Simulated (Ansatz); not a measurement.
# Li5Sc: the cost of one run

Method: DFT PBE, scalar-relativistic, plane waves, PAW, in Ansatz 0.2.0.

### 1 The structure to begin with

The structure is hexagonal, space group P6/mmm (No. 191). The conventional cell has a = 4.912 Å, b = 4.912 Å, c = 3.952 Å, α = 90.00°, β = 90.00°, γ = 120.00°. Around Li (site symmetry -6m2) lie 6 Li at 2.43 Å. Li (site symmetry mmm) is surrounded by 8 Li at 2.43 to 2.46 Å. Around Sc (site symmetry 6/mmm) lie 18 Li at 2.84 to 3.15 Å.

As a file:

```
Li Sc
1.0
     4.91202    0.00000    0.00000
    -2.45601    4.25393    0.00000
     0.00000    0.00000    3.95188
Li Sc
5 1
Direct
  0.33333 0.66667 0.00000
  0.66667 0.33333 0.00000
  0.50000 0.00000 0.50000
  0.50000 0.50000 0.50000
  0.00000 0.50000 0.50000
  0.00000 0.00000 0.00000
```

The cell is invented: species swapped into a database cell of YCo5 (P6/mmm, No. 191), with Sc on the Y sites and Li on the Co sites. Its size is a rough estimate.

### 2 Probe: one point on a coarse mesh

Input file input.yaml:

```yaml
crystal:
  lattice:
    - [4.91201885, 0.0, 0.0]
    - [-2.45600942, 4.25393311, 0.0]
    - [0.0, 0.0, 3.95187925]
  atoms:
    - { symbol: Li, position: [0.33333333, 0.66666667, 0.0] }
    - { symbol: Li, position: [0.66666667, 0.33333333, 0.0] }
    - { symbol: Li, position: [0.5, 0.0, 0.5] }
    - { symbol: Li, position: [0.5, 0.5, 0.5] }
    - { symbol: Li, position: [0.0, 0.5, 0.5] }
    - { symbol: Sc, position: [0.0, 0.0, 0.0] }
basis:
  ecutwfc: 420
kpoints:
  mp_grid: { grid: [6, 6, 4] }
hamiltonian:
  xc: pbe
scf:
  occupations: { method: gaussian, width: 0.1 }
  lower_state_search: "off"
output:
  forces: true
  stress: true
  eigenvalues: true
```

Run with:

```console
> ansatz run input.yaml --threads 1 --pin off --max-ram 2048MiB --backend cpu --events-out ev --progress --plain --runs-dir out
```

What time and memory should one allow on 1 thread of Arm Neoverse V2, shared host?

About 1.9 s, with a peak of 0.39 GiB.
